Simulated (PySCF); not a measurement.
**A gas-phase reaction: CH3AlBrCl + H2S → CH4AlClS + BrH**

Aim: the reaction energy of `[CH3][Al]([Cl])[Br]` + `S` → `[CH3][Al]([SH])[Cl]` + `Br`.

Programs: PySCF 2.14.0. All values are calculated, for the isolated system unless a continuum is named. Atoms count from 0, parts from 1.

## (1) The system as given

Each species was relaxed by itself at PBE0-D3(BJ)/def2-SVPD.

## (2) Energies of the species: wB97M-D3(BJ)/def2-TZVPD

What the job is given:

```
{"job": {"kind": "react", "xc": "wB97M-D3(BJ)", "basis": "def2-TZVPD"}, "charge": 0, "multiplicity": 1}
-1 CH3AlBrCl charge 0 multiplicity 1
C     -0.174000     0.579470     0.783200
Al     0.186180    -0.535400    -0.751840
Cl     0.388930     0.296780    -2.680600
Br     0.381010    -2.778300    -0.615370
H      0.369650     1.533750     0.711580
H     -1.248350     0.821990     0.825670
H      0.095560     0.082820     1.726040

-1 H2S charge 0 multiplicity 1
S     -0.006360     0.615380    -0.006790
H     -0.981530    -0.317920     0.013750
H      0.968170    -0.318820    -0.004540

+1 CH4AlClS charge 0 multiplicity 1
C     -0.786000     0.371810     0.801240
Al     0.103150    -0.560150    -0.645180
S      2.139540    -0.166440    -1.338410
Cl    -0.865030    -2.129330    -1.683580
H     -0.371310     1.375000     0.978710
H     -1.863490     0.470280     0.599070
H     -0.684850    -0.200080     1.738010
H      2.327720     0.837260    -0.449590

+1 BrH charge 0 multiplicity 1
Br     0.714870    -0.006400    -0.009660
H     -0.708660     0.009910     0.009370
```

With the program's defaults for keys left out, this is: wB97M-D3(BJ)/def2-TZVPD reaction energy of separated species, gas phase.

Run with:

```sh
$ OMP_NUM_THREADS=1 python cluster_run.py task.json out
```

The driver reads the jobs from task.json and runs them one after another.

**Question.** The jobs that follow are: PBE0-D3(BJ)/def2-TZVPD reaction energy of separated species, gas phase. Predict: reaction energy (wB97M-D3(BJ)/def2-TZVPD); ΔH, ΔG at 298 K (xTB thermal terms). Thermal terms come from harmonic xTB runs on each species.

As calculated:

| quantity | value |
| --- | --- |
| reaction energy (wB97M-D3(BJ)/def2-TZVPD) | 11.49 kcal/mol |
| ΔH, ΔG at 298 K (xTB thermal terms) | +10.2, +12.2 kcal/mol |
| range of the reaction energy over the runs of this table | 11.07 to 11.49 kcal/mol |

What this shows: The reaction is endothermic by 10.2 kcal/mol in the gas phase; dispersion gives -0.23, and xTB itself gave 19.80 for the electronic energy (xTB energies and thermal terms come from the earlier relaxation of each species, not shown). No barrier was sought. The reaction energy runs from 11.07 (PBE0-D3(BJ)/def2-TZVPD) to 11.49 kcal/mol (wB97M-D3(BJ)/def2-TZVPD).
